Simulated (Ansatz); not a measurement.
# MnV: how the settings move a single-point run

Question: which choices in the input matter for MnV?

Program: Ansatz 0.2.0. Level of theory: reference: DFT, LDA, PAW with Ansatz's default frozen-core files, scalar-relativistic. These are calculated values, not measurements.

## 1. The structure to begin with

It takes space group Pm-3m (No. 221, cubic). Conventional cell: a = 2.900 Å, b = 2.900 Å, c = 2.900 Å, α = 90.00°, β = 90.00°, γ = 90.00°. Mn (site symmetry m-3m) is surrounded by 8 V at 2.51 Å. V (site symmetry m-3m) has 8 Mn at 2.51 Å as nearest neighbours.

Coordinates:

```
CELL_PARAMETERS angstrom
2.90000 0.00000 0.00000
0.00000 2.90000 0.00000
0.00000 0.00000 2.90000
ATOMIC_POSITIONS crystal
Mn 0.00000 0.00000 0.00000
V 0.50000 0.50000 0.50000
```

## 2. The reference run

Input file input.yaml:

```yaml
crystal:
  lattice:
    - [2.9, 0.0, 0.0]
    - [0.0, 2.9, 0.0]
    - [0.0, 0.0, 2.9]
  atoms:
    - { symbol: Mn, position: [0.0, 0.0, 0.0], spin: 0.05 }
    - { symbol: V, position: [0.5, 0.5, 0.5], spin: 0.05 }
magnetization:
  spin_polarized: true
  magnetic_field: 3000
kpoints:
  mp_grid: { grid: [11, 11, 11] }
scf:
  occupations: { method: fermi_dirac, width: 0.05 }
  convergence: { dr2_threshold: 1.0e-10 }
  lower_state_search: "off"
hamiltonian:
  xc: lda
  pseudopotentials: { kind: paw }
output:
  forces: true
  stress: true
  eigenvalues: true
```

The run is started by

```console
ansatz run input.yaml --threads 1 --pin off --max-ram 3072MiB --backend cpu --events-out ev --progress --plain --runs-dir out
```

## 3. Changing settings: mixing.algorithm msr1, mixing.beta 0.1

Edit input.yaml of step 2 so:

```diff
@@ -17,2 +17,3 @@
   lower_state_search: "off"
+  mixing: { algorithm: msr1, beta: 0.1 }
 hamiltonian:
```

What does the calculation give? Wanted: for each run, ending; energy change; pressure; abs. moment; force.

The runs gave:

| run | ending | energy change | pressure (GPa) | abs. moment (μB) | force (eV/Å) | cycles | time |
| --- | --- | --- | --- | --- | --- | --- | --- |
| reference | converged | 0 | -21.6 | 0.30 | 0.00 | 31 | 6.4 s |
| 1: mixing.algorithm msr1, mixing.beta 0.1 | converged | 0.0 meV/atom | -21.6 | 0.30 | 0.00 | 21 | 4.3 s |

Residual by cycle in the longest SCF loop of each run; runs are numbered as in the table. The quantity is the density residual dr2, in eV.

```csv
cycle,reference,run 1
1,5.39,5.39
4,0.0624,0.124
6,0.00282,0.00186
9,1.9e-6,1.3e-4
12,2.0e-7,1.5e-4
15,2.2e-6,1.6e-4
17,7.5e-6,8.8e-6
20,2.3e-5,6.6e-10
23,2.0e-7,-
26,2.1e-5,-
28,3.4e-8,-
31,5.2e-11,-
```

Same state: the changed mixing leaves the energy within 0.5 meV/atom. Cost: 21 SCF cycles against 31, 4.3 s against 6.4 s. The structure is not at rest: the sound run finds -22 GPa, so these are no properties of the relaxed crystal. 
